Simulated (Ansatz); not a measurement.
# AsH3+ (doublet): wB97M-V, B2PLYP over a scan of the distance As1–H3, 6-31G, part 3 of 3

Ansatz 0.2.0, Gaussian basis; 6-31G, all electrons in the functionals, frozen cores in the correlation of double hybrids and RPA. The steps go on from the part before.

**15. B2PLYP, 1.497 Å**

The input, in.yaml:

```yaml
crystal:
  periodic: [false, false, false]
  atoms:
    - {symbol: As, position_ang: [0.000054, -0.000013, -0.016190]}
    - {symbol: H, position_ang: [1.436166, 0.013750, 0.405932]}
    - {symbol: H, position_ang: [-0.731713, 1.238539, 0.397694]}
    - {symbol: H, position_ang: [-0.708471, -1.251307, 0.399802]}
basis:
  gaussian: {orbitals: 6-31G}
total_charge: 1
magnetization: {spin_polarized: true, initial_magnetization: 1}
hamiltonian: {xc: {name: B2PLYP}}
correlation: {electrons: outside_noble_gas}
```

Started as:

```console
$ ansatz run in.yaml --threads 1 --pin off --events-out ev --progress --plain --max-ram 2393MiB
```

Log, shortened:

```text
Functional definition: B2PLYP
  name "B2PLYP"
  cite "Grimme, J. Chem. Phys. 124, 034108 (2006) doi:10.1063/1.2148954"
  cite "Becke, Phys. Rev. A 38, 3098 (1988) doi:10.1103/PhysRevA.38.3098"
  cite "Lee, Yang & Parr, Phys. Rev. B 37, 785 (1988) doi:10.1103/PhysRevB.37.785"
[...]
346 factors; integrals over basis functions are off by at most 4.2e-4 eV
[...]
mean field -60857.65203539 eV, -2236.4774615026 hartree, gradient 2.9e-6 eV, S^2 0.751602; 0 other end points of the search recorded, 0 dependent functions left out
14 core orbitals not correlated: weight in the atoms' cores, before any rotation towards them, 0.999 or more for the frozen orbitals, at most 0.000 for the correlated occupied ones
reference -60857.65214298 eV, -2236.4774654564 hartree; 4, 3 occupied and 17, 18 virtual orbitals, 346 factors
second order -1.81021469 eV of doubles, -0.00000000 eV of singles
Total energy: -60858.14090095 eV, -2236.4954269804 hartree
```

Wall time 0.93 s (1 thread of Arm Neoverse V2, shared host).

From the report: ⟨S²⟩ of the determinant 0.752 (pure doublet: 0.75).

**16. B2PLYP, 1.678 Å**

The input, in.yaml:

```yaml
crystal:
  periodic: [false, false, false]
  atoms:
    - {symbol: As, position_ang: [0.001199, -0.001951, -0.016837]}
    - {symbol: H, position_ang: [1.437311, 0.011812, 0.405285]}
    - {symbol: H, position_ang: [-0.819085, 1.386419, 0.447111]}
    - {symbol: H, position_ang: [-0.707326, -1.253245, 0.399155]}
basis:
  gaussian: {orbitals: 6-31G}
total_charge: 1
magnetization: {spin_polarized: true, initial_magnetization: 1}
hamiltonian: {xc: {name: B2PLYP}}
correlation: {electrons: outside_noble_gas}
```

Same command.

Log, shortened:

```text
Functional definition: B2PLYP
  name "B2PLYP"
  cite "Grimme, J. Chem. Phys. 124, 034108 (2006) doi:10.1063/1.2148954"
  cite "Becke, Phys. Rev. A 38, 3098 (1988) doi:10.1103/PhysRevA.38.3098"
  cite "Lee, Yang & Parr, Phys. Rev. B 37, 785 (1988) doi:10.1103/PhysRevB.37.785"
[...]
346 factors; integrals over basis functions are off by at most 4.3e-4 eV
[...]
mean field -60857.38315644 eV, -2236.4675803832 hartree, gradient 4.0e-6 eV, S^2 0.751416; 0 other end points of the search recorded, 0 dependent functions left out
14 core orbitals not correlated: weight in the atoms' cores, before any rotation towards them, 0.999 or more for the frozen orbitals, at most 0.000 for the correlated occupied ones
reference -60857.38326776 eV, -2236.4675844743 hartree; 4, 3 occupied and 17, 18 virtual orbitals, 346 factors
second order -1.90664863 eV of doubles, -0.00000000 eV of singles
Total energy: -60857.89806289 eV, -2236.4865028464 hartree
```

Run time: 1.5 s. Hardware: 1 thread of Arm Neoverse V2, shared host.

From the report: ⟨S²⟩ of the determinant 0.751 (pure doublet: 0.75).

From 1.497 Å: +23.4 kJ/mol.

**17. B2PLYP, 1.806 Å**

The input, in.yaml:

```yaml
crystal:
  periodic: [false, false, false]
  atoms:
    - {symbol: As, position_ang: [0.002008, -0.003320, -0.017295]}
    - {symbol: H, position_ang: [1.438120, 0.010443, 0.404827]}
    - {symbol: H, position_ang: [-0.880848, 1.490956, 0.482044]}
    - {symbol: H, position_ang: [-0.706517, -1.254614, 0.398697]}
basis:
  gaussian: {orbitals: 6-31G}
total_charge: 1
magnetization: {spin_polarized: true, initial_magnetization: 1}
hamiltonian: {xc: {name: B2PLYP}}
correlation: {electrons: outside_noble_gas}
```

The command is unchanged.

Log, shortened:

```text
Functional definition: B2PLYP
  name "B2PLYP"
  cite "Grimme, J. Chem. Phys. 124, 034108 (2006) doi:10.1063/1.2148954"
  cite "Becke, Phys. Rev. A 38, 3098 (1988) doi:10.1103/PhysRevA.38.3098"
  cite "Lee, Yang & Parr, Phys. Rev. B 37, 785 (1988) doi:10.1103/PhysRevB.37.785"
[...]
346 factors; integrals over basis functions are off by at most 4.4e-4 eV
[...]
mean field -60857.01148855 eV, -2236.4539218404 hartree, gradient 2.7e-6 eV, S^2 0.751175; 0 other end points of the search recorded, 0 dependent functions left out
14 core orbitals not correlated: weight in the atoms' cores, before any rotation towards them, 0.999 or more for the frozen orbitals, at most 0.000 for the correlated occupied ones
reference -60857.01160148 eV, -2236.4539259903 hartree; 4, 3 occupied and 17, 18 virtual orbitals, 346 factors
second order -1.98474214 eV of doubles, -0.00000000 eV of singles
Total energy: -60857.54748186 eV, -2236.4736192310 hartree
```

Wall time 0.96 s (1 thread of Arm Neoverse V2, shared host).

From the report: ⟨S²⟩ of the determinant 0.751 (pure doublet: 0.75).

From 1.497 Å: +57.3 kJ/mol.

**18. B2PLYP, 2.024 Å**

The input, in.yaml:

```yaml
crystal:
  periodic: [false, false, false]
  atoms:
    - {symbol: As, position_ang: [0.003386, -0.005653, -0.018075]}
    - {symbol: H, position_ang: [1.439498, 0.008110, 0.404047]}
    - {symbol: H, position_ang: [-0.986039, 1.668996, 0.541539]}
    - {symbol: H, position_ang: [-0.705139, -1.256947, 0.397917]}
basis:
  gaussian: {orbitals: 6-31G}
total_charge: 1
magnetization: {spin_polarized: true, initial_magnetization: 1}
hamiltonian: {xc: {name: B2PLYP}}
correlation: {electrons: outside_noble_gas}
```

Launched as before.

Log, shortened:

```text
Functional definition: B2PLYP
  name "B2PLYP"
  cite "Grimme, J. Chem. Phys. 124, 034108 (2006) doi:10.1063/1.2148954"
  cite "Becke, Phys. Rev. A 38, 3098 (1988) doi:10.1103/PhysRevA.38.3098"
  cite "Lee, Yang & Parr, Phys. Rev. B 37, 785 (1988) doi:10.1103/PhysRevB.37.785"
[...]
347 factors; integrals over basis functions are off by at most 4.5e-4 eV
[...]
mean field -60856.26863676 eV, -2236.4266225405 hartree, gradient 5.4e-6 eV, S^2 0.752867; 2 other end points of the search recorded, 0 dependent functions left out
14 core orbitals not correlated: weight in the atoms' cores, before any rotation towards them, 0.999 or more for the frozen orbitals, at most 0.000 for the correlated occupied ones
reference -60856.26875193 eV, -2236.4266267731 hartree; 4, 3 occupied and 17, 18 virtual orbitals, 347 factors
second order -2.12483183 eV of doubles, -0.00000000 eV of singles
Total energy: -60856.84245653 eV, -2236.4477100281 hartree
```

Wall time 1.2 s (1 thread of Arm Neoverse V2, shared host).

From the report: ⟨S²⟩ of the determinant 0.753 (pure doublet: 0.75).

From 1.497 Å: +125.3 kJ/mol.

**19. B2PLYP, 2.343 Å**

The input, in.yaml:

```yaml
crystal:
  periodic: [false, false, false]
  atoms:
    - {symbol: As, position_ang: [0.005402, -0.009066, -0.019215]}
    - {symbol: H, position_ang: [1.441514, 0.004697, 0.402907]}
    - {symbol: H, position_ang: [-1.139964, 1.929522, 0.628598]}
    - {symbol: H, position_ang: [-0.703123, -1.260360, 0.396777]}
basis:
  gaussian: {orbitals: 6-31G}
total_charge: 1
magnetization: {spin_polarized: true, initial_magnetization: 1}
hamiltonian: {xc: {name: B2PLYP}}
correlation: {electrons: outside_noble_gas}
```

Same command.

Log, shortened:

```text
Functional definition: B2PLYP
  name "B2PLYP"
  cite "Grimme, J. Chem. Phys. 124, 034108 (2006) doi:10.1063/1.2148954"
  cite "Becke, Phys. Rev. A 38, 3098 (1988) doi:10.1103/PhysRevA.38.3098"
  cite "Lee, Yang & Parr, Phys. Rev. B 37, 785 (1988) doi:10.1103/PhysRevB.37.785"
[...]
349 factors; integrals over basis functions are off by at most 4.6e-4 eV
[...]
mean field -60855.35281177 eV, -2236.3929665928 hartree, gradient 3.8e-6 eV, S^2 0.920698; 0 other end points of the search recorded, 0 dependent functions left out
14 core orbitals not correlated: weight in the atoms' cores, before any rotation towards them, 0.999 or more for the frozen orbitals, at most 0.001 for the correlated occupied ones
reference -60855.35293004 eV, -2236.3929709393 hartree; 4, 3 occupied and 17, 18 virtual orbitals, 349 factors
second order -1.86030745 eV of doubles, -0.00000000 eV of singles
Total energy: -60855.85521305 eV, -2236.4114294995 hartree
```

It took 1 s on 1 thread of Arm Neoverse V2, shared host.

From the report: ⟨S²⟩ of the determinant 0.921 (pure doublet: 0.75).

From 1.497 Å: +220.5 kJ/mol.

**20. B2PLYP, 2.767 Å**

The input, in.yaml:

```yaml
crystal:
  periodic: [false, false, false]
  atoms:
    - {symbol: As, position_ang: [0.008083, -0.013602, -0.020731]}
    - {symbol: H, position_ang: [1.444195, 0.000161, 0.401391]}
    - {symbol: H, position_ang: [-1.344554, 2.275801, 0.744313]}
    - {symbol: H, position_ang: [-0.700442, -1.264896, 0.395261]}
basis:
  gaussian: {orbitals: 6-31G}
total_charge: 1
magnetization: {spin_polarized: true, initial_magnetization: 1}
hamiltonian: {xc: {name: B2PLYP}}
correlation: {electrons: outside_noble_gas}
```

Same command.

Log, shortened:

```text
Functional definition: B2PLYP
  name "B2PLYP"
  cite "Grimme, J. Chem. Phys. 124, 034108 (2006) doi:10.1063/1.2148954"
  cite "Becke, Phys. Rev. A 38, 3098 (1988) doi:10.1103/PhysRevA.38.3098"
  cite "Lee, Yang & Parr, Phys. Rev. B 37, 785 (1988) doi:10.1103/PhysRevB.37.785"
[...]
348 factors; integrals over basis functions are off by at most 4.7e-4 eV
[...]
mean field -60854.80387109 eV, -2236.3727933948 hartree, gradient 7.6e-6 eV, S^2 1.066312; 5 other end points of the search recorded, 0 dependent functions left out
14 core orbitals not correlated: weight in the atoms' cores, before any rotation towards them, 0.999 or more for the frozen orbitals, at most 0.001 for the correlated occupied ones
reference -60854.80399395 eV, -2236.3727979100 hartree; 4, 3 occupied and 17, 18 virtual orbitals, 348 factors
second order -1.57447488 eV of doubles, -0.00000000 eV of singles
Total energy: -60855.22910217 eV, -2236.3884203488 hartree
```

It took 2.7 s on 1 thread of Arm Neoverse V2, shared host.

From the report: ⟨S²⟩ of the determinant 1.066 (pure doublet: 0.75).

From 1.497 Å: +280.9 kJ/mol.

**21. B2PLYP, 3.246 Å**

The input, in.yaml:

```yaml
crystal:
  periodic: [false, false, false]
  atoms:
    - {symbol: As, position_ang: [0.011111, -0.018727, -0.022444]}
    - {symbol: H, position_ang: [1.447223, -0.004964, 0.399678]}
    - {symbol: H, position_ang: [-1.575684, 2.666999, 0.875039]}
    - {symbol: H, position_ang: [-0.697414, -1.270021, 0.393548]}
basis:
  gaussian: {orbitals: 6-31G}
total_charge: 1
magnetization: {spin_polarized: true, initial_magnetization: 1}
hamiltonian: {xc: {name: B2PLYP}}
correlation: {electrons: outside_noble_gas}
```

Launched as before.

Log, shortened:

```text
Functional definition: B2PLYP
  name "B2PLYP"
  cite "Grimme, J. Chem. Phys. 124, 034108 (2006) doi:10.1063/1.2148954"
  cite "Becke, Phys. Rev. A 38, 3098 (1988) doi:10.1103/PhysRevA.38.3098"
  cite "Lee, Yang & Parr, Phys. Rev. B 37, 785 (1988) doi:10.1103/PhysRevB.37.785"
[...]
349 factors; integrals over basis functions are off by at most 4.7e-4 eV
[...]
mean field -60854.57673737 eV, -2236.3644463848 hartree, gradient 2.4e-6 eV, S^2 1.077267; 7 other end points of the search recorded, 0 dependent functions left out
14 core orbitals not correlated: weight in the atoms' cores, before any rotation towards them, 0.999 or more for the frozen orbitals, at most 0.001 for the correlated occupied ones
reference -60854.57686705 eV, -2236.3644511505 hartree; 4, 3 occupied and 17, 18 virtual orbitals, 349 factors
second order -1.52736731 eV of doubles, -0.00000000 eV of singles
Total energy: -60854.98925623 eV, -2236.3796061732 hartree
```

It took 3.5 s on 1 thread of Arm Neoverse V2, shared host.

From the report: ⟨S²⟩ of the determinant 1.077 (pure doublet: 0.75).

From 1.497 Å: +304.1 kJ/mol.

**22. B2PLYP, 4.068 Å**

The input, in.yaml:

```yaml
crystal:
  periodic: [false, false, false]
  atoms:
    - {symbol: As, position_ang: [0.016307, -0.027522, -0.025383]}
    - {symbol: H, position_ang: [1.452419, -0.013759, 0.396739]}
    - {symbol: H, position_ang: [-1.972319, 3.338323, 1.099374]}
    - {symbol: H, position_ang: [-0.692218, -1.278816, 0.390609]}
basis:
  gaussian: {orbitals: 6-31G}
total_charge: 1
magnetization: {spin_polarized: true, initial_magnetization: 1}
hamiltonian: {xc: {name: B2PLYP}}
correlation: {electrons: outside_noble_gas}
```

Same command.

Log, shortened:

```text
Functional definition: B2PLYP
  name "B2PLYP"
  cite "Grimme, J. Chem. Phys. 124, 034108 (2006) doi:10.1063/1.2148954"
  cite "Becke, Phys. Rev. A 38, 3098 (1988) doi:10.1103/PhysRevA.38.3098"
  cite "Lee, Yang & Parr, Phys. Rev. B 37, 785 (1988) doi:10.1103/PhysRevB.37.785"
[...]
347 factors; integrals over basis functions are off by at most 4.7e-4 eV
[...]
mean field -60854.45705935 eV, -2236.3600482987 hartree, gradient 1.1e-6 eV, S^2 1.069041; 8 other end points of the search recorded, 0 dependent functions left out
14 core orbitals not correlated: weight in the atoms' cores, before any rotation towards them, 0.999 or more for the frozen orbitals, at most 0.001 for the correlated occupied ones
reference -60854.45720800 eV, -2236.3600537615 hartree; 4, 3 occupied and 17, 18 virtual orbitals, 347 factors
second order -1.51225001 eV of doubles, -0.00000000 eV of singles
Total energy: -60854.86551550 eV, -2236.3750587854 hartree
```

Wall time 3.2 s (1 thread of Arm Neoverse V2, shared host).

From the report: ⟨S²⟩ of the determinant 1.069 (pure doublet: 0.75).

From 1.497 Å: +316.0 kJ/mol.

**23. B2PLYP, 5.137 Å**

The input, in.yaml:

```yaml
crystal:
  periodic: [false, false, false]
  atoms:
    - {symbol: As, position_ang: [0.023065, -0.038960, -0.029205]}
    - {symbol: H, position_ang: [1.459177, -0.025197, 0.392917]}
    - {symbol: H, position_ang: [-2.488138, 4.211371, 1.391118]}
    - {symbol: H, position_ang: [-0.685460, -1.290254, 0.386787]}
basis:
  gaussian: {orbitals: 6-31G}
total_charge: 1
magnetization: {spin_polarized: true, initial_magnetization: 1}
hamiltonian: {xc: {name: B2PLYP}}
correlation: {electrons: outside_noble_gas}
```

Launched as before.

Log, shortened:

```text
Functional definition: B2PLYP
  name "B2PLYP"
  cite "Grimme, J. Chem. Phys. 124, 034108 (2006) doi:10.1063/1.2148954"
  cite "Becke, Phys. Rev. A 38, 3098 (1988) doi:10.1103/PhysRevA.38.3098"
  cite "Lee, Yang & Parr, Phys. Rev. B 37, 785 (1988) doi:10.1103/PhysRevB.37.785"
[...]
346 factors; integrals over basis functions are off by at most 4.8e-4 eV
[...]
mean field -60854.43032010 eV, -2236.3590656493 hartree, gradient 9.3e-6 eV, S^2 1.068646; 10 other end points of the search recorded, 0 dependent functions left out
14 core orbitals not correlated: weight in the atoms' cores, before any rotation towards them, 0.999 or more for the frozen orbitals, at most 0.001 for the correlated occupied ones
reference -60854.43047678 eV, -2236.3590714073 hartree; 4, 3 occupied and 17, 18 virtual orbitals, 346 factors
second order -1.50663290 eV of doubles, -0.00000000 eV of singles
Total energy: -60854.83726767 eV, -2236.3740206965 hartree
```

Run time: 3.3 s. Hardware: 1 thread of Arm Neoverse V2, shared host.

From the report: ⟨S²⟩ of the determinant 1.069 (pure doublet: 0.75).

From 1.497 Å: +318.8 kJ/mol.

**24. Against the wave-function levels**

The yardstick is full CI for this spin, exact in this basis with these frozen cores. It comes from earlier runs at the same points. Energies in kJ/mol, counted from 1.497 Å; blanks weren't run or aren't comparable.

| level | 1.226 Å | 1.340 Å | 1.497 Å | 1.678 Å | 1.806 Å | 2.024 Å | 2.343 Å | 2.767 Å | 3.246 Å | 4.068 Å | 5.137 Å |
| --- | --- | --- | --- | --- | --- | --- | --- | --- | --- | --- | --- |
| FCI | 115.4 | 33.4 | 0.0 | 20.1 | 51.0 | 112.2 | 193.6 | 264.7 | 293.6 | 297.3 | 298.0 |
| wB97M-V | 106.7 | 28.8 | 0.0 | 25.0 | 60.1 | 130.5 | 225.7 | 288.2 | 314.7 | 329.6 | 333.8 |
| B2PLYP | 109.6 | 30.4 | 0.0 | 23.4 | 57.3 | 125.3 | 220.5 | 280.9 | 304.1 | 316.0 | 318.8 |

Largest miss and mean time a point (FCI took 17 s a point; shared hosts):

| level | largest miss (kJ/mol) | where | time a point |
| --- | --- | --- | --- |
| wB97M-V | +35.8 | 5.137 Å | 5.6 s |
| B2PLYP | +26.9 | 2.343 Å | 1.8 s |

**25. What came out**

The summary covers parts 1 to 3.

| quantity | value |
| --- | --- |
| span of the FCI curve | 298.0 kJ/mol |
| largest miss, wB97M-V | +35.8 kJ/mol (5.137 Å) |
| largest miss, B2PLYP | +26.9 kJ/mol (2.343 Å) |

**Reading.** Of the functionals, B2PLYP keep the smallest largest miss at the points compared (at most 26.9 kJ/mol) and wB97M-V strays most (35.8 kJ/mol, at 5.137 Å). B2PLYP clearly breaks the spin symmetry at some points (⟨S²⟩ up to 0.33 above the pure value), so energy there is bought with a mixed spin. Functionals and the yardstick converge differently with the basis, so part of each miss in 6-31G is the basis.
